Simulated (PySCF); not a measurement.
# A gas-phase reaction: FGeH5OSi + F → FGeH4OSi + FH

Aim: the reaction energy of `O[SiH](F)[GeH3]` + `[F-]` → `[O-][SiH](F)[GeH3]` + `F`.

Programs: PySCF 2.14.0. All values are calculated, for the isolated system unless a continuum is named. Atoms count from 0, parts from 1.

## Step 1: Starting point

Each species was relaxed by itself at PBE0-D3(BJ)/def2-SVPD.

## Step 2: Energies of the species: wB97M-D3(BJ)/def2-TZVPD

What the job is given:

```
{"job": {"kind": "react", "xc": "wB97M-D3(BJ)", "basis": "def2-TZVPD"}, "charge": 0, "multiplicity": 1}
-1 FGeH5OSi charge 0 multiplicity 1
O     -1.748250     1.022800    -0.462200
Si    -0.938260    -0.346300     0.021840
F     -1.324980    -0.697390     1.578500
Ge     1.427210    -0.076780    -0.019460
H     -1.476800     1.873690    -0.109980
H     -1.487000    -1.440320    -0.817520
H      2.117900    -1.279320     0.642550
H      1.807140     1.202390     0.748650
H      1.925410     0.054440    -1.468410

-1 F charge -1 multiplicity 1
F      0.000000     0.000000     0.000000

+1 FGeH4OSi charge -1 multiplicity 1
O      0.413780    -1.461700     1.863950
Si    -0.248180    -0.195600     1.216640
F     -1.930690    -0.157980     1.132830
Ge     0.278480     0.101080    -1.130910
H      0.003930     1.154280     1.859670
H      1.793310     0.316080    -1.420760
H     -0.394200     1.321700    -1.835070
H     -0.105170    -1.104530    -2.034370

+1 FH charge 0 multiplicity 1
F      0.459580    -0.002880     0.021420
H     -0.459590     0.002880    -0.021420
```

Level: wB97M-D3(BJ)/def2-TZVPD reaction energy of separated species, gas phase.

Run with:

```
$ OMP_NUM_THREADS=1 python cluster_run.py task.json out
```

The driver reads the jobs from task.json and runs them one after another.

The log of the run:

```text
species 1 (FGeH5OSi)
coarse grid: 36672 points
cycle   1  E = -2544.7091439925  dE = -4.814e-01  |g| = 9.990e-01  |ddm| = 2.376e+00
cycle   2  E = -2544.6788073862  dE =  3.034e-02  |g| = 1.163e+00  |ddm| = 1.159e+00
cycle   3  E = -2544.8569809221  dE = -1.782e-01  |g| = 5.402e-02  |ddm| = 5.840e-01
cycle   4  E = -2544.8574684392  dE = -4.875e-04  |g| = 3.337e-02  |ddm| = 6.252e-02
cycle   5  E = -2544.8576053341  dE = -1.369e-04  |g| = 6.934e-03  |ddm| = 2.734e-02
cycle   6  E = -2544.8576152120  dE = -9.878e-06  |g| = 1.166e-03  |ddm| = 8.032e-03
final grid: 74640 points
cycle   7  E = -2544.8575221741  dE = -6.492e-07  |g| = 8.660e-04  |ddm| = 3.897e-03
cycle   8  E = -2544.8575222335  dE = -5.944e-08  |g| = 8.827e-04  |ddm| = 1.032e-03
cycle   9  E = -2544.8575223313  dE = -9.782e-08  |g| = 1.018e-04  |ddm| = 4.254e-04
cycle  10  E = -2544.8575223369  dE = -5.539e-09  |g| = 4.634e-05  |ddm| = 1.744e-04
cycle  11  E = -2544.8575223381  dE = -1.289e-09  |g| = 1.757e-05  |ddm| = 9.988e-05
cycle  12  E = -2544.8575223382  dE = -5.230e-11  |g| = 3.326e-06  |ddm| = 1.562e-05
converged SCF energy = -2544.8575223382

species 2 (F)
coarse grid: 5304 points
cycle   1  E = -99.7735595435  dE = -1.701e-01  |g| = 8.390e-01  |ddm| = 3.042e-01
cycle   2  E = -99.4217741307  dE =  3.518e-01  |g| = 1.736e+00  |ddm| = 1.187e+00
cycle   3  E = -99.9129072191  dE = -4.911e-01  |g| = 3.879e-02  |ddm| = 7.668e-01
cycle   4  E = -99.9130379075  dE = -1.307e-04  |g| = 2.144e-02  |ddm| = 3.124e-02
cycle   5  E = -99.9130976974  dE = -5.979e-05  |g| = 1.450e-03  |ddm| = 8.861e-03
cycle   6  E = -99.9130979605  dE = -2.631e-07  |g| = 2.299e-04  |ddm| = 4.862e-04
final grid: 11608 points
cycle   7  E = -99.9130859017  dE =  1.872e-09  |g| = 2.255e-04  |ddm| = 1.777e-04
cycle   8  E = -99.9130858948  dE =  6.925e-09  |g| = 3.200e-04  |ddm| = 1.966e-04
cycle   9  E = -99.9130859089  dE = -1.404e-08  |g| = 1.900e-06  |ddm| = 1.112e-04
cycle  10  E = -99.9130859089  dE = -1.251e-12  |g| = 7.399e-08  |ddm| = 3.603e-06
converged SCF energy = -99.9130859089

species 3 (FGeH4OSi)
coarse grid: 34200 points
cycle   1  E = -2544.0340835346  dE = -5.928e-01  |g| = 1.237e+00  |ddm| = 2.317e+00
cycle   2  E = -2543.5546679663  dE =  4.794e-01  |g| = 2.000e+00  |ddm| = 2.156e+00
cycle   3  E = -2544.2958758356  dE = -7.412e-01  |g| = 2.518e-01  |ddm| = 1.658e+00
cycle   4  E = -2544.3047782195  dE = -8.902e-03  |g| = 1.033e-01  |ddm| = 1.728e-01
cycle   5  E = -2544.3063116898  dE = -1.533e-03  |g| = 1.483e-02  |ddm| = 7.607e-02
cycle   6  E = -2544.3063646909  dE = -5.300e-05  |g| = 8.110e-03  |ddm| = 2.495e-02
cycle   7  E = -2544.3063759438  dE = -1.125e-05  |g| = 1.508e-03  |ddm| = 9.921e-03
cycle   8  E = -2544.3063767647  dE = -8.209e-07  |g| = 4.752e-04  |ddm| = 3.726e-03
final grid: 69264 points
cycle   9  E = -2544.3063043937  dE = -1.028e-07  |g| = 4.037e-04  |ddm| = 2.428e-03
cycle  10  E = -2544.3063043790  dE =  1.470e-08  |g| = 5.637e-04  |ddm| = 6.564e-04
cycle  11  E = -2544.3063044310  dE = -5.197e-08  |g| = 4.333e-05  |ddm| = 3.041e-04
cycle  12  E = -2544.3063044320  dE = -1.081e-09  |g| = 3.286e-05  |ddm| = 1.101e-04
cycle  13  E = -2544.3063044324  dE = -3.747e-10  |g| = 4.908e-06  |ddm| = 7.512e-05
converged SCF energy = -2544.3063044324

species 4 (FH)
coarse grid: 7776 points
cycle   1  E = -100.4688164748  dE = -9.408e-02  |g| = 4.644e-01  |ddm| = 6.197e-01
cycle   2  E = -100.4724976762  dE = -3.681e-03  |g| = 5.038e-01  |ddm| = 3.808e-01
cycle   3  E = -100.5053109100  dE = -3.281e-02  |g| = 2.574e-02  |ddm| = 1.678e-01
cycle   4  E = -100.5053868877  dE = -7.598e-05  |g| = 5.006e-03  |ddm| = 1.077e-02
cycle   5  E = -100.5053915288  dE = -4.641e-06  |g| = 4.334e-04  |ddm| = 3.766e-03
final grid: 16976 points
cycle   6  E = -100.5053936355  dE = -6.402e-08  |g| = 1.065e-04  |ddm| = 8.220e-04
cycle   7  E = -100.5053936390  dE = -3.445e-09  |g| = 8.164e-05  |ddm| = 2.181e-04
cycle   8  E = -100.5053936398  dE = -8.719e-10  |g| = 2.048e-05  |ddm| = 3.745e-05
converged SCF energy = -100.5053936398

Reaction energy = -25.310 kcal/mol
```

Wall time 72 s (1 thread of Arm Neoverse N1, shared host); peak memory 0.78 GiB.

Species by species (with the dispersion term, which the log's SCF energies lack):

```
 ν             species  energy (Eh)  HOMO (eV)
-1     O[SiH](F)[GeH3]  -2544.86510     -10.36
-1                [F-]    -99.91309      -2.89
+1  [O-][SiH](F)[GeH3]  -2544.31288      -4.31
+1                   F   -100.50563     -14.54
```

## Step 3: Energies of the species: PBE0-D3(BJ)/def2-TZVPD

The job, as its differences from that of step 2:

```diff
@@ -1,2 +1,2 @@
-{"job": {"kind": "react", "xc": "wB97M-D3(BJ)", "basis": "def2-TZVPD"}, "charge": 0, "multiplicity": 1}
+{"job": {"kind": "react", "xc": "PBE0", "basis": "def2-TZVPD", "disp": "d3bj"}, "charge": 0, "multiplicity": 1}
 -1 FGeH5OSi charge 0 multiplicity 1
```

Level: PBE0-D3(BJ)/def2-TZVPD reaction energy of separated species, gas phase.

The log of the run:

```text
species 1 (FGeH5OSi)
coarse grid: 36672 points
cycle   1  E = -2544.0580989159  dE = -4.093e-01  |g| = 1.054e+00  |ddm| = 2.413e+00
cycle   2  E = -2543.7881567265  dE =  2.699e-01  |g| = 1.646e+00  |ddm| = 1.435e+00
cycle   3  E = -2544.2042660765  dE = -4.161e-01  |g| = 1.591e-01  |ddm| = 9.385e-01
cycle   4  E = -2544.2076822325  dE = -3.416e-03  |g| = 4.764e-02  |ddm| = 1.127e-01
cycle   5  E = -2544.2078893589  dE = -2.071e-04  |g| = 1.498e-02  |ddm| = 3.214e-02
cycle   6  E = -2544.2079209481  dE = -3.159e-05  |g| = 5.195e-03  |ddm| = 9.618e-03
cycle   7  E = -2544.2079252405  dE = -4.292e-06  |g| = 7.223e-04  |ddm| = 3.138e-03
final grid: 74640 points
cycle   8  E = -2544.2079021802  dE = -6.114e-08  |g| = 9.173e-04  |ddm| = 3.055e-03
cycle   9  E = -2544.2079021291  dE =  5.111e-08  |g| = 1.211e-03  |ddm| = 1.248e-03
cycle  10  E = -2544.2079022717  dE = -1.426e-07  |g| = 7.509e-05  |ddm| = 6.685e-04
cycle  11  E = -2544.2079022728  dE = -1.081e-09  |g| = 2.622e-05  |ddm| = 6.204e-05
cycle  12  E = -2544.2079022729  dE = -9.368e-11  |g| = 2.066e-06  |ddm| = 1.532e-05
converged SCF energy = -2544.2079022729

species 2 (F)
coarse grid: 1088 points
cycle   1  E = -99.6480299908  dE = -8.108e-02  |g| = 8.599e-01  |ddm| = 3.156e-01
cycle   2  E = -97.8823061729  dE =  1.766e+00  |g| = 3.110e+00  |ddm| = 2.037e+00
cycle   3  E = -99.7922027745  dE = -1.910e+00  |g| = 7.027e-02  |ddm| = 1.718e+00
cycle   4  E = -99.7924511220  dE = -2.483e-04  |g| = 5.277e-02  |ddm| = 6.585e-02
cycle   5  E = -99.7928802840  dE = -4.292e-04  |g| = 8.706e-03  |ddm| = 1.832e-02
cycle   6  E = -99.7928921043  dE = -1.182e-05  |g| = 1.037e-03  |ddm| = 3.146e-03
cycle   7  E = -99.7928922756  dE = -1.713e-07  |g| = 4.564e-06  |ddm| = 4.256e-04
final grid: 11608 points
cycle   8  E = -99.7963210859  dE = -3.387e-06  |g| = 9.094e-04  |ddm| = 3.670e-03
cycle   9  E = -99.7963207951  dE =  2.908e-07  |g| = 1.611e-03  |ddm| = 9.527e-04
cycle  10  E = -99.7963211908  dE = -3.957e-07  |g| = 1.338e-04  |ddm| = 7.234e-04
cycle  11  E = -99.7963211937  dE = -2.821e-09  |g| = 9.473e-06  |ddm| = 6.123e-05
cycle  12  E = -99.7963211937  dE = -1.552e-11  |g| = 5.050e-07  |ddm| = 4.784e-06
converged SCF energy = -99.7963211937

species 3 (FGeH4OSi)
coarse grid: 34200 points
cycle   1  E = -2543.3737549482  dE = -4.670e-01  |g| = 1.277e+00  |ddm| = 2.355e+00
cycle   2  E = -2539.1568917865  dE =  4.217e+00  |g| = 3.708e+00  |ddm| = 2.443e+01
cycle   3  E = -2543.5593083759  dE = -4.402e+00  |g| = 6.862e-01  |ddm| = 2.441e+01
cycle   4  E = -2543.6275892405  dE = -6.828e-02  |g| = 4.010e-01  |ddm| = 6.104e-01
cycle   5  E = -2543.6504070654  dE = -2.282e-02  |g| = 8.911e-02  |ddm| = 1.986e-01
cycle   6  E = -2543.6519146007  dE = -1.508e-03  |g| = 3.495e-02  |ddm| = 7.359e-02
cycle   7  E = -2543.6521340484  dE = -2.194e-04  |g| = 9.352e-03  |ddm| = 2.216e-02
cycle   8  E = -2543.6521490626  dE = -1.501e-05  |g| = 2.293e-03  |ddm| = 7.370e-03
cycle   9  E = -2543.6521500119  dE = -9.493e-07  |g| = 4.728e-04  |ddm| = 2.359e-03
final grid: 69264 points
cycle  10  E = -2543.6521554347  dE = -4.367e-08  |g| = 4.992e-04  |ddm| = 3.257e-03
cycle  11  E = -2543.6521554197  dE =  1.502e-08  |g| = 6.273e-04  |ddm| = 9.515e-04
cycle  12  E = -2543.6521554951  dE = -7.536e-08  |g| = 1.047e-04  |ddm| = 4.512e-04
cycle  13  E = -2543.6521554969  dE = -1.886e-09  |g| = 2.179e-05  |ddm| = 6.902e-05
cycle  14  E = -2543.6521554970  dE = -7.640e-11  |g| = 7.840e-06  |ddm| = 1.564e-05
converged SCF energy = -2543.6521554970

species 4 (FH)
coarse grid: 1712 points
cycle   1  E = -100.3541263533  dE = -3.604e-02  |g| = 4.957e-01  |ddm| = 6.253e-01
cycle   2  E = -100.3146084198  dE =  3.952e-02  |g| = 7.430e-01  |ddm| = 5.125e-01
cycle   3  E = -100.3938499550  dE = -7.924e-02  |g| = 2.284e-02  |ddm| = 2.892e-01
cycle   4  E = -100.3939255131  dE = -7.556e-05  |g| = 4.205e-03  |ddm| = 9.787e-03
cycle   5  E = -100.3939274970  dE = -1.984e-06  |g| = 3.556e-04  |ddm| = 1.247e-03
final grid: 16976 points
cycle   6  E = -100.3948397473  dE = -1.858e-05  |g| = 3.999e-03  |ddm| = 7.529e-03
cycle   7  E = -100.3948378204  dE =  1.927e-06  |g| = 5.500e-03  |ddm| = 3.354e-03
cycle   8  E = -100.3948419127  dE = -4.092e-06  |g| = 9.905e-05  |ddm| = 2.014e-03
cycle   9  E = -100.3948419139  dE = -1.272e-09  |g| = 1.775e-05  |ddm| = 3.916e-05
cycle  10  E = -100.3948419140  dE = -4.761e-11  |g| = 3.060e-06  |ddm| = 1.024e-05
converged SCF energy = -100.3948419140

Reaction energy = -26.513 kcal/mol
```

Run time: 43 s. Hardware: 1 thread of Arm Neoverse N1, shared host; peak memory 0.7 GiB.

Reaction energy at this level: -26.51 kcal/mol.

## Step 4: Side by side

Energies in kcal/mol, with wall time:

```
                    run  reaction  time
wB97M-D3(BJ)/def2-TZVPD    -25.31  72 s
 PBE0-D3(BJ)/def2-TZVPD    -26.51  43 s
```

## Step 5: What came out

```
                                                quantity                      value
               reaction energy (wB97M-D3(BJ)/def2-TZVPD)            -25.31 kcal/mol
                     ΔH, ΔG at 298 K (xTB thermal terms)      -27.1, -29.8 kcal/mol
range of the reaction energy over the runs of this table  -26.51 to -25.31 kcal/mol
```

The reaction is exothermic by 27.1 kcal/mol in the gas phase; dispersion gives +0.47, and xTB itself gave -28.53 for the electronic energy (xTB energies and thermal terms come from the earlier relaxation of each species, not shown). No barrier was sought. The reaction energy runs from -26.51 (PBE0-D3(BJ)/def2-TZVPD) to -25.31 kcal/mol (wB97M-D3(BJ)/def2-TZVPD).
